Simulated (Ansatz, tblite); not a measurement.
**GaH2(SMe) (CH₅GaS): a ladder of methods and basis sets**

The task here is to estimate one member of a computed series from the others.

Method: as each input shows; program: Ansatz 0.2.0, Gaussian basis.

The runs, in order: GFN1-xTB, GFN2-xTB, PBE-D4/def2-TZVP, r2SCAN-D4/def2-TZVP, HSE06-D4/def2-TZVP, B3LYP-D4/def2-TZVP, B2PLYP/def2-TZVP, r2SCAN0-D4/def2-TZVP, B97M-V/def2-TZVP, BLYP-D4/def2-TZVP, CAM-B3LYP-D4/def2-TZVP, PBE-D4/def2-SVP, PBE0-D4/def2-SVP, HF/STO-3G, HF/6-31G, B3LYP-D4/6-31G, PBE0-D4/def2-TZVPD, PBE-D4/def2-TZVPD, r2SCAN-D4/def2-TZVPD, CCSD(T)/def2-TZVPP, MP2/def2-TZVP, RPA/def2-TZVP.

## The geometry

The singlet was relaxed beforehand with PBE0-D4/def2-TZVP.

8 atoms, charge 0, spin multiplicity 1.

Bond lengths: Ga1–H2 1.565 Å, Ga1–H3 1.559 Å, Ga1–S4 2.184 Å, S4–C5 1.818 Å, C5–H6 1.089 Å, C5–H7 1.090 Å, C5–H8 1.089 Å. Angles: H2–Ga1–H3 127.0°, H2–Ga1–S4 116.5°, H3–Ga1–S4 116.6°, Ga1–S4–C5 103.3°, S4–C5–H6 111.4°, S4–C5–H7 108.7°, S4–C5–H8 109.0°, H6–C5–H7 109.2°, H6–C5–H8 109.3°, H7–C5–H8 109.1°.

Coordinates:

| atom | x (Å) | y (Å) | z (Å) |
| --- | --- | --- | --- |
| Ga1 | 0.50766 | 1.41864 | -0.91175 |
| H2 | 1.81552 | 0.56853 | -1.04020 |
| H3 | 0.25121 | 2.83920 | -1.50110 |
| S4 | -1.13332 | 0.51693 | 0.21315 |
| C5 | -0.45558 | -1.08997 | 0.72826 |
| H6 | 0.53766 | -1.25508 | 0.31237 |
| H7 | -1.12392 | -1.87827 | 0.38339 |
| H8 | -0.39924 | -1.11997 | 1.81588 |

PBE0-D4/def2-TZVP was run before; its log isn't repeated, and its numbers join the tables.

Set-up of the first run:

Tight binding, by tblite at 300 K electronic temperature and without a spin-polarisation term:

```python
tblite.interface.Calculator('GFN1-xTB', numbers, positions, charge=0, uhf=0).singlepoint()
```

Tight binding, by tblite at 300 K electronic temperature and without a spin-polarisation term:

```python
tblite.interface.Calculator('GFN2-xTB', numbers, positions, charge=0, uhf=0).singlepoint()
```

start.molden holds the orbitals of an earlier run on this state, given as this run's starting guess.

File in.yaml:

```yaml
crystal:
  periodic: [false, false, false]
  atoms:
    - {symbol: Ga, position_ang: [0.507657, 1.418639, -0.911747]}
    - {symbol: H, position_ang: [1.815520, 0.568533, -1.040204]}
    - {symbol: H, position_ang: [0.251210, 2.839196, -1.501099]}
    - {symbol: S, position_ang: [-1.133315, 0.516927, 0.213145]}
    - {symbol: C, position_ang: [-0.455579, -1.089972, 0.728257]}
    - {symbol: H, position_ang: [0.537662, -1.255076, 0.312368]}
    - {symbol: H, position_ang: [-1.123920, -1.878268, 0.383386]}
    - {symbol: H, position_ang: [-0.399243, -1.119968, 1.815885]}
basis:
  gaussian: {orbitals: def2-TZVP, initial_orbitals: start.molden}
hamiltonian: {xc: pbe, dispersion: d4}
scf: {omitted_lower_state_checks: [starts]}
output: {orbitals: {seedname: orbitals}}
```

Command:

```
> ansatz run in.yaml --threads 4 --pin off --events-out ev --progress --plain --max-ram 3916MiB
```

Steps of the session up to this table: PBE-D4/def2-TZVP; r2SCAN-D4/def2-TZVP; HSE06-D4/def2-TZVP; B3LYP-D4/def2-TZVP; B2PLYP/def2-TZVP; r2SCAN0-D4/def2-TZVP; B97M-V/def2-TZVP; BLYP-D4/def2-TZVP; CAM-B3LYP-D4/def2-TZVP; PBE-D4/def2-SVP; PBE0-D4/def2-SVP; HF/STO-3G; HF/6-31G; B3LYP-D4/6-31G; PBE0-D4/def2-TZVPD; PBE-D4/def2-TZVPD; r2SCAN-D4/def2-TZVPD; CCSD(T)/def2-TZVPP; MP2/def2-TZVP; RPA/def2-TZVP.

One of the session's tables, all rows but one given; the rest of the session is left out.

```
                 level  HOMO (eV)  gap (eV)
             HF/STO-3G      -7.04     12.07
              HF/6-31G      -9.75     10.80
       PBE-D4/def2-SVP      -5.95      3.93
      PBE-D4/def2-TZVP      -6.01      3.90
     PBE-D4/def2-TZVPD      -6.04      3.89
     BLYP-D4/def2-TZVP      -5.86      3.82
   r2SCAN-D4/def2-TZVP      -6.24      4.39
  r2SCAN-D4/def2-TZVPD      -6.26      4.38
      B97M-V/def2-TZVP      -6.34      4.28
        B3LYP-D4/6-31G      -6.89      5.26
    B3LYP-D4/def2-TZVP      -6.90      5.30
      PBE0-D4/def2-SVP      -7.08      5.80
     PBE0-D4/def2-TZVP          ?         ?
    PBE0-D4/def2-TZVPD      -7.14      5.74
  r2SCAN0-D4/def2-TZVP      -7.28      6.08
    HSE06-D4/def2-TZVP      -6.72      5.01
CAM-B3LYP-D4/def2-TZVP      -8.40      7.93
```

Estimate the missing values for PBE0-D4/def2-TZVP.

As computed: HOMO (eV): -7.12; gap (eV): 5.77. In the column «HOMO (eV)» it lies between PBE0-D4/def2-TZVPD (-7.14) and PBE0-D4/def2-SVP (-7.08).
